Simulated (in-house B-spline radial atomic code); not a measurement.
**Sr³⁺: numerical settings, good and bad**

Which of these inputs for Sr³⁺ still give the converged answer?

Program: in-house B-spline radial atomic code version 1. Level of theory: scalar-relativistic (spin-free one-electron X2C) Hartree-Fock, average of configuration, Fermi nucleus, basis-set limit. These are calculated values, not measurements, unless marked.

### 1 Starting point

```
element       : strontium (Z = 38)
charge        : +3
electrons     : 35
configuration : [Ar] 3d10 4s2 4p5
Hamiltonian   : scalar-relativistic (X2C)
nucleus       : Fermi, rms radius 4.224 fm
```

The outer shells:

[Ar] 3d10 4s2 4p5
```
[Ar] core
3d [↑↓][↑↓][↑↓][↑↓][↑↓]
4s [↑↓]
4p [↑↓][↑↓][↑ ]
```

The boxes draw the filling by Hund's rule, which heavy ions in jj coupling don't follow; these runs average over all states of the configuration.

A run counts as converged when the orbital gradient is under the tolerance times 38 hartree (or under the basis's noise floor) and the energy moved by less than 1e-8 hartree times the root of its size. Energy differences under 1e-05 hartree are noise.

Settings of the run:

```ini
Z = 38
electrons = 35.0
configuration = [Ar] 3d10 4s2 4p5
hamiltonian = x2c
method = hf
spin_polarised = False
nucleus = fermi
rms_radius = 4.224
mass_number = 88
atomic_mass = 87.905612253
speed_of_light = 137.035999084
knot_spacing = 0.22
spline_order = 8
gauss_points = 12
box_radius = 16.22
max_iterations = 70
damping = 0.5
damped_steps = 3
diis_vectors = 10
tolerance = 1e-08
start = Thomas-Fermi
```

The reference is known from an earlier run: -3175.246306 hartree in all. Up to eight levels, counted from the top:

```tsv
orbital	occupation	energy (eV)	<r> (bohr)
1s	2	-16227.9	0.03870
2s	2	-2291.56	0.1717
2p	6	-2034.20	0.1502
3s	2	-409.41	0.4886
3p	6	-323.64	0.4959
3d	10	-181.76	0.4956
4s	2	-79.582	1.338
4p	5	-56.910	1.500
```

### 2 Starting potential bare nucleus

Settings of the run:

```ini
Z = 38
electrons = 35.0
configuration = [Ar] 3d10 4s2 4p5
hamiltonian = x2c
method = hf
spin_polarised = False
nucleus = fermi
rms_radius = 4.224
mass_number = 88
atomic_mass = 87.905612253
speed_of_light = 137.035999084
knot_spacing = 0.22
spline_order = 8
gauss_points = 12
box_radius = 16.22
max_iterations = 70
damping = 0.5
damped_steps = 3
diis_vectors = 10
tolerance = 1e-08
start = bare nucleus
```

On the command line:

```sh
$ python run_scf.py task.json out
```

task.json lists these runs, among others, and the program works through them in turn.

### 3 Box radius 0.65; cap on iterations 12; damping (share of the old matrix) 0.95

Changes to the settings of step 2:

```diff
@@ -14,5 +14,5 @@
 gauss_points = 12
-box_radius = 16.22
-max_iterations = 70
-damping = 0.5
+box_radius = 0.65
+max_iterations = 12
+damping = 0.95
 damped_steps = 3
@@ -20,2 +20,2 @@
 tolerance = 1e-08
-start = bare nucleus
+start = Thomas-Fermi
```

### 4 Knot spacing (logarithmic) 0.1; Gauss points an interval 16; box radius 8.11; cap on iterations 75

Changes to the settings of step 3:

```diff
@@ -11,8 +11,8 @@
 speed_of_light = 137.035999084
-knot_spacing = 0.22
+knot_spacing = 0.1
 spline_order = 8
-gauss_points = 12
-box_radius = 0.65
-max_iterations = 12
-damping = 0.95
+gauss_points = 16
+box_radius = 8.11
+max_iterations = 75
+damping = 0.5
 damped_steps = 3
```

### 5 Cap on iterations 5; number of damped steps 30; number of DIIS vectors 4

Settings of the run:

```ini
Z = 38
electrons = 35.0
configuration = [Ar] 3d10 4s2 4p5
hamiltonian = x2c
method = hf
spin_polarised = False
nucleus = fermi
rms_radius = 4.224
mass_number = 88
atomic_mass = 87.905612253
speed_of_light = 137.035999084
knot_spacing = 0.22
spline_order = 8
gauss_points = 12
box_radius = 16.22
max_iterations = 5
damping = 0.5
damped_steps = 30
diis_vectors = 4
tolerance = 1e-08
start = Thomas-Fermi
```

### 6 First knot 0.0789; cap on iterations 5; number of DIIS vectors 2; convergence tolerance 0.01

Changes to the settings of step 5:

```diff
@@ -15,7 +15,8 @@
 box_radius = 16.22
+first_knot = 0.0789
 max_iterations = 5
 damping = 0.5
-damped_steps = 30
-diis_vectors = 4
-tolerance = 1e-08
+damped_steps = 3
+diis_vectors = 2
+tolerance = 0.01
 start = Thomas-Fermi
```

### 7 Configuration [Ar] 3d10 4s2 4p5 6s2 6p6

Settings of the run:

```ini
Z = 38
electrons = 43.0
configuration = [Ar] 3d10 4s2 4p5 6s2 6p6
hamiltonian = x2c
method = hf
spin_polarised = False
nucleus = fermi
rms_radius = 4.224
mass_number = 88
atomic_mass = 87.905612253
speed_of_light = 137.035999084
knot_spacing = 0.22
spline_order = 8
gauss_points = 12
box_radius = 16.22
max_iterations = 75
damping = 0.5
damped_steps = 3
diis_vectors = 10
tolerance = 1e-08
start = Thomas-Fermi
```

### 8 Another Hamiltonian or method

Changes to the settings of step 7:

```diff
@@ -1,6 +1,6 @@
 Z = 38
-electrons = 43.0
-configuration = [Ar] 3d10 4s2 4p5 6s2 6p6
-hamiltonian = x2c
-method = hf
+electrons = 35.0
+configuration = [Ar] 3d10 4s2 4p5
+hamiltonian = dirac
+method = m06l
 spin_polarised = False
@@ -15,3 +15,3 @@
 box_radius = 16.22
-max_iterations = 75
+max_iterations = 70
 damping = 0.5
```

Q: Which of these runs converge to the reference energy, which miss it and by about how much, and which fail?

The runs gave:

| run | outcome | iterations | energy less the reference (hartree) |
| --- | --- | --- | --- |
| reference | converged | 9 | 0 |
| starting potential bare nucleus | converged | 10 | below noise |
| box radius 0.65; cap on iterations 12; damping (share of the old matrix) 0.95 | converged | 8 | +569 |
| knot spacing (logarithmic) 0.1; Gauss points an interval 16; box radius 8.11; cap on iterations 75 | converged | 9 | below noise |
| cap on iterations 5; number of damped steps 30; number of DIIS vectors 4 | not converged | 5 | - |
| first knot 0.0789; cap on iterations 5; number of DIIS vectors 2; convergence tolerance 0.01 | not converged | 5 | - |
| Configuration [Ar] 3d10 4s2 4p5 6s2 6p6 | converged | 21 | other system or model |
| Another Hamiltonian or method | refused | - | - |

Of 7 changed inputs, 2 gave the reference energy within 1e-05 hartree, 1 converged to another value, 1 changed the system or the model, 2 did not converge and 1 met a refusal. The worst converged miss is +569 hartree (box radius 0.65; cap on iterations 12; damping (share of the old matrix) 0.95): that the iterations converge says nothing of the basis, the quadrature or the box.
